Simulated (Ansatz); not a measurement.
**H₂Br+ (singlet): from Hartree-Fock to the top rungs at distance Br1–H2 = 2.629 Å, 6-31G**

How much of the correlation energy of H₂Br+ (singlet) does each wave-function method recover here?

Computed with Ansatz 0.2.0, Gaussian basis. Level: 6-31G, core rule «outside noble gas», up to 14 orbitals frozen.

To be run: UHF; CCSD(T) on RHF; CCSD(T) on UHF; BCCD(T) on RHF; CISD; CCSDT(Q) on RHF; CCSDT(Q) on UHF; CCSDTQ on RHF; CASSCF and MRCISD+Q, 2 electrons in 2 orbitals; CASSCF and NEVPT2, 2 electrons in 2 orbitals; CASSCF and MRCISD+Q, 8 electrons in 6 orbitals; CASSCF and NEVPT2, 8 electrons in 6 orbitals; Full CI.

24 further runs of the same task are left out: 21 that didn't finish, 3 set aside as unsound or not needed. Runs told in other sessions of the task aren't counted.

## 1. What is computed

The geometry derives from a PBE0/def2-TZVP stationary point (not a proven minimum). One bond is set to the value named and the two fragments are kept rigid. No spin-orbit coupling is included. The filled d shell of Br may be among the frozen orbitals whatever the setting's name suggests.

3 atoms, charge 1, spin multiplicity 1.

Atoms are counted from 1 here; the program's logs count them from 0.

Bond lengths: Br1–H3 1.447 Å.

Geometry (Å):

```xyz
3

Br    0.0000   -0.0347    0.0105
H     0.0000    1.7826   -1.8893
H     0.0000    0.9657    1.0564
```

## 2. UHF

Input file in.yaml:

```yaml
crystal:
  periodic: [false, false, false]
  atoms:
    - {symbol: Br, position_ang: [0.000000, -0.034668, 0.010507]}
    - {symbol: H, position_ang: [0.000000, 1.782556, -1.889318]}
    - {symbol: H, position_ang: [0.000000, 0.965707, 1.056354]}
basis:
  gaussian: {orbitals: 6-31G}
total_charge: 1
magnetization: {spin_polarized: true, initial_magnetization: 0}
hamiltonian: {xc: hf}
output: {orbitals: {seedname: orbitals}}
```

On the command line:

```console
> ansatz run in.yaml --threads 1 --pin off --events-out ev --progress --plain --max-ram 2393MiB
```

After this run come: CCSD(T) on RHF; CCSD(T) on UHF; BCCD(T) on RHF; CISD; CCSDT(Q) on RHF; CCSDT(Q) on UHF; CCSDTQ on RHF; CASSCF and MRCISD+Q, 2 electrons in 2 orbitals; CASSCF and NEVPT2, 2 electrons in 2 orbitals; CASSCF and MRCISD+Q, 8 electrons in 6 orbitals; CASSCF and NEVPT2, 8 electrons in 6 orbitals; Full CI.

Q: Predict the results of all the runs planned. Wanted: FCI from the RHF energy; RMP2 from FCI; UMP2 from FCI; RCCSD from FCI; RCCSD(T) from FCI; UCCSD(T) from FCI; RCCSDT(Q) from FCI; UCCSDT(Q) from FCI; NEVPT2 pair from FCI.

As calculated:

| quantity | value |
| --- | --- |
| FCI from the RHF energy | -2.7666 eV |
| RMP2 from FCI | +864.0 meV |
| UMP2 from FCI | +719.7 meV |
| RCCSD from FCI | +68.3 meV |
| RCCSD(T) from FCI | -16.7 meV |
| UCCSD(T) from FCI | +18.7 meV |
| RCCSDT(Q) from FCI | +1.8 meV |
| UCCSDT(Q) from FCI | -2.8 meV |
| NEVPT2 pair from FCI | +284.8 meV |
| MRCISD+Q pair from FCI | +1.7 meV |
| NEVPT2 valence from FCI | +165.2 meV |
| levels within 1 kcal/mol (43 meV) | RCCSD(T), UCCSD(T), BCCD(T), RCCSDT, UCCSDT, RCCSDT(Q), UCCSDT(Q), RCCSDTQ, MRCISD pair, MRCISD+Q pair, MRCISD valence, MRCISD+Q valence |
| T1 diagnostic | 0.073 |
| effectively unpaired electrons | 0.48 |

**Reading.** RCCSD(T) misses by -16.7 meV, 0.6 % of the correlation energy. CCSD(T) misses by -16.7 meV on the restricted determinant and by +18.7 meV on the unrestricted one; the two need not hold the same state or core. RCCSD(T), UCCSDT(Q) fall below full CI: unrestricted runs freeze a spin-polarised core, another one than full CI's, and coupled cluster isn't variational. The occupations show static correlation (0.48 effectively unpaired electrons where one determinant has 0). Of the multireference levels listed MRCISD+Q pair comes nearest in total energy (+1.7 meV), which doesn't show that its space is the better one. These misses are within one basis, not against nature.
